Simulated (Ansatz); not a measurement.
# F− with BH₃O₃: structure and interaction energy

One table from this session's results is given with a row withheld; the runs are named, their logs left out.

Method: PBE0-D4 structure, single points in def2-TZVPPD; program: Ansatz 0.2.0, Gaussian basis.

Levels: PBE-D4, revPBE-D4, BLYP-D4, r2SCAN-D4, B97M-V, PBE0-D4, B3LYP-D4, HSE06-D4, wB97X-V, wB97M-V, B2PLYP, Hartree-Fock, MP2, CCSD, CCSD(T). The reference is CCSD(T) extrapolated to the basis limit.

Cores are frozen in the correlated methods. B3LYP uses VWN-RPA correlation. B2PLYP carries no dispersion term here.

163 further runs of the same task are left out: 163 set aside as unsound or not needed. Runs told in other sessions of the task aren't counted.

### The system as given

The pair, from a GFN2-xTB docking trial: 8 atoms, charge -1, spin multiplicity 1.

Atoms are counted from 1 here; the program's logs count them from 0.

Bond lengths: O2–B3 1.351 Å, O2–H6 1.000 Å, B3–O4 1.397 Å, B3–O5 1.358 Å, O4–H7 0.956 Å, O5–H8 1.009 Å. Angles: B3–O2–H6 104.9°, O2–B3–O4 119.1°, O2–B3–O5 122.5°, O4–B3–O5 118.4°, B3–O4–H7 108.2°, B3–O5–H8 105.3°.

Coordinates:

```
F     1.5529   -0.9545   -1.4816
O     0.6301   -0.7261    0.8923
B    -0.3033    0.1430    0.4474
O    -1.1867    0.7183    1.3643
O    -0.4175    0.4841   -0.8618
H     1.1595   -0.9725    0.0804
H    -1.7659    1.3118    0.8884
H     0.3309   -0.0042   -1.3295
```

Atoms 1 to 1 are fragment A (F−), the rest fragment B (BH₃O₃).

Set-up of the first run:

Input file pre/in.yaml:

```yaml
crystal:
  periodic: [false, false, false]
  atoms:
    - {symbol: F, position_ang: [1.552900, -0.954500, -1.481600]}
    - {symbol: O, position_ang: [0.630100, -0.726100, 0.892300]}
    - {symbol: B, position_ang: [-0.303300, 0.143000, 0.447400]}
    - {symbol: O, position_ang: [-1.186700, 0.718300, 1.364300]}
    - {symbol: O, position_ang: [-0.417500, 0.484100, -0.861800]}
    - {symbol: H, position_ang: [1.159500, -0.972500, 0.080400]}
    - {symbol: H, position_ang: [-1.765900, 1.311800, 0.888400]}
    - {symbol: H, position_ang: [0.330900, -0.004200, -1.329500]}
basis:
  gaussian: {orbitals: def2-SVPD}
total_charge: -1
hamiltonian: {xc: pbe, dispersion: d4}
relax: {f_tol: 0.03, max_steps: 250}
```

Run with:

```
ansatz run in.yaml --threads 4 --pin off --events-out ev --progress --plain --max-ram 9574MiB
```

Steps of the session up to this table: A first relaxation in a small basis; Relaxation at PBE0-D4; wB97X-V/def2-TZVPPD; wB97M-V/def2-TZVPPD; B2PLYP/def2-TZVPPD; B97M-V/def2-TZVPPD; CCSD(T)/def2-TZVPPD; MP2/def2-QZVPPD; Hartree-Fock/STO-3G; SPW92/def2-SVP; wB97M-V/def2-SVP; CCSD(T)/def2-SVP; Vibrations of the pair.

One of the session's tables, all rows but one given; the rest of the session is left out.

```
      method  interaction (kJ/mol)
      PBE-D4               -247.91
   revPBE-D4               -236.62
     BLYP-D4               -237.57
   r2SCAN-D4               -259.15
      B97M-V               -244.49
     PBE0-D4                     ?
    B3LYP-D4               -248.70
    HSE06-D4               -256.46
     wB97X-V               -249.60
     wB97M-V               -249.62
      B2PLYP               -243.27
Hartree-Fock               -237.52
         MP2               -242.05
        CCSD               -241.58
     CCSD(T)               -243.09
 CCSD(T)/CBS               -251.16
```

Estimate the missing values for PBE0-D4.

The run gave: interaction (kJ/mol): -256.75. In the column «interaction (kJ/mol)» it lies between r2SCAN-D4 (-259.15) and HSE06-D4 (-256.46).
